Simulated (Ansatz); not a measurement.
# The cluster Al₂Ga₅: the relaxed shape and its frontier levels

What does the cluster Al₂Ga₅ look like as a doublet, and where do its frontier electrons sit?

Program: Ansatz 0.2.0, Gaussian basis. Level of theory: UKS PBE0-D4/def2-TZVP. These are calculated values, not measurements.

Plan: relaxation at PBE-D4/def2-SVP; a single point at PBE0-D4/def2-TZVP.

4 further runs of the same task are left out: 1 that didn't finish, 3 set aside as unsound or not needed.

## Step 1: The system as given

7 atoms, charge 0, spin multiplicity 2.

Atoms are counted from 1 here; the program's logs count them from 0.

Bond lengths: Al1–Ga3 2.642 Å, Al1–Ga4 2.483 Å, Al1–Ga7 2.666 Å, Al2–Ga3 2.689 Å, Al2–Ga4 2.389 Å, Al2–Ga5 2.733 Å, Ga4–Ga5 2.543 Å, Ga4–Ga7 2.275 Å, Ga5–Ga7 2.401 Å, Ga6–Ga7 2.639 Å. Angles: Ga3–Al1–Ga4 65.2°, Ga3–Al1–Ga7 73.0°, Ga4–Al1–Ga7 52.3°, Ga3–Al2–Ga4 65.6°, Ga3–Al2–Ga5 109.1°, Ga4–Al2–Ga5 59.1°, Al1–Ga3–Al2 105.6°, Al1–Ga4–Al2 121.2°, Al1–Ga4–Ga5 126.7°, Al1–Ga4–Ga7 68.0°, Al2–Ga4–Ga5 67.2°, Al2–Ga4–Ga7 88.2° and more.

Coordinates:

```csv
atom,x (Å),y (Å),z (Å)
Al1,0.5697,1.7047,-1.7132
Al2,-1.4845,0.5032,1.8027
Ga3,-1.4946,2.3169,-0.1826
Ga4,0.0000,0.0000,0.0000
Ga5,1.0888,-0.2850,2.2801
Ga6,2.9439,-0.3361,-0.1366
Ga7,1.4101,1.5890,0.8145
```

The start is a random packing geometry.

## Step 2: Relaxation at PBE-D4/def2-SVP

Input file in.yaml:

```yaml
crystal:
  periodic: [false, false, false]
  atoms:
    - {symbol: Al, position_ang: [0.569700, 1.704700, -1.713200]}
    - {symbol: Al, position_ang: [-1.484500, 0.503200, 1.802700]}
    - {symbol: Ga, position_ang: [-1.494600, 2.316900, -0.182600]}
    - {symbol: Ga, position_ang: [0.000000, 0.000000, 0.000000]}
    - {symbol: Ga, position_ang: [1.088800, -0.285000, 2.280100]}
    - {symbol: Ga, position_ang: [2.943900, -0.336100, -0.136600]}
    - {symbol: Ga, position_ang: [1.410100, 1.589000, 0.814500]}
basis:
  gaussian: {orbitals: def2-SVP}
magnetization: {spin_polarized: true, initial_magnetization: 1}
hamiltonian: {xc: pbe, dispersion: d4}
scf: {lower_state_search: "off"}
output: {orbitals: {seedname: orbitals}}
relax: {f_tol: 0.03, max_steps: 70}
```

Command:

```console
> ansatz run in.yaml --threads 6 --pin off --events-out ev --progress --plain --max-ram 7833MiB
```

The runs that follow: Single point, PBE0-D4/def2-TZVP.

**Question.** What will the summary of the whole plan be? Wanted: point group; commonest bond; HOMO, LUMO at PBE0-D4/def2-TZVP; ⟨S²⟩; dipole at PBE-D4/def2-SVP.

As calculated:

| quantity | value |
| --- | --- |
| point group | C1 |
| commonest bond | Al–Ga, 7 of mean length 2.611 Å |
| HOMO, LUMO at PBE0-D4/def2-TZVP (over both spins) | -4.88, -2.90 eV |
| ⟨S²⟩ | 0.781 |
| dipole at PBE-D4/def2-SVP | 0.12 D |

In words: The relaxation broke 2 and made 2 bonds, so the end is another structure than the start. No usable vibrations, so a minimum isn't proven. Whether this spin is the lowest isn't tested here. The point group is read from a loosely relaxed geometry; soft torsions can leave it below the true symmetry.
